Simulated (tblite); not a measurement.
# C5H13NSi3: the cost of one run

The runs use tblite 0.8.0 and PySCF 2.14.0, with density-fitted response routines of our own; the level of theory stands in each step. All values are computed, except where a source is named. Atoms are numbered from 0 throughout.

### Step 1. The molecule as given

22 atoms, charge 0, multiplicity 1; geometry from: force field or distance geometry start.

Bonds of the start (Å): N0–C1 1.16, C1–C2 1.47, C2–C3 1.48, C3–C4 1.50, C4–Si5 1.82, Si5–Si6 2.21, Si6–Si7 2.24, C4–C8 1.48, C8–C2 1.52, C2–H9 1.11, C3–H10 1.10, C3–H11 1.12, C4–H12 1.12, Si5–H13 1.48, Si5–H14 1.48, Si6–H15 1.47, Si6–H16 1.49, Si7–H17 1.47, Si7–H18 1.47, Si7–H19 1.46, C8–H20 1.10, C8–H21 1.12.

### Step 2. Optimising the geometry with GFN2-xTB

The job: settings as JSON, then the geometry in Å.

```
{"job": {"kind": "relax", "xc": "GFN2-xTB", "basis": "xTB"}, "charge": 0, "multiplicity": 1}
N     -4.679200     0.890000    -0.598000
C     -3.587900     0.760800    -0.242200
C     -2.206200     0.559000     0.217800
C     -1.938200    -0.875100     0.476800
C     -0.899200    -0.903900    -0.610400
Si     0.766400    -1.387100    -0.046100
Si     1.940500     0.179700     0.989600
Si     3.563200     1.058400    -0.281400
C     -1.175700     0.524900    -0.899000
H     -1.954100     1.215900     1.078000
H     -2.790300    -1.531400     0.249100
H     -1.485200    -1.010000     1.491100
H     -1.240000    -1.594400    -1.429300
H      0.622300    -2.514900     0.896800
H      1.544300    -1.925400    -1.179400
H      1.108200     1.222200     1.613600
H      2.660700    -0.502900     2.097200
H      3.927600     2.346300     0.333800
H      4.787200     0.244900    -0.246600
H      3.096000     1.332800    -1.633800
H     -0.366700     1.259500    -0.793200
H     -1.704300     0.670100    -1.870700
```

The run is started by

```sh
> OMP_NUM_THREADS=1 python probes_run.py task.json out
```

One launch serves the whole session: the jobs run in the order shown.

Q: Estimate the wall time and peak memory of this first job on 1 thread of Intel Xeon 6975P-C, shared host.

About 1.3 s, with a peak of 0.18 GiB.
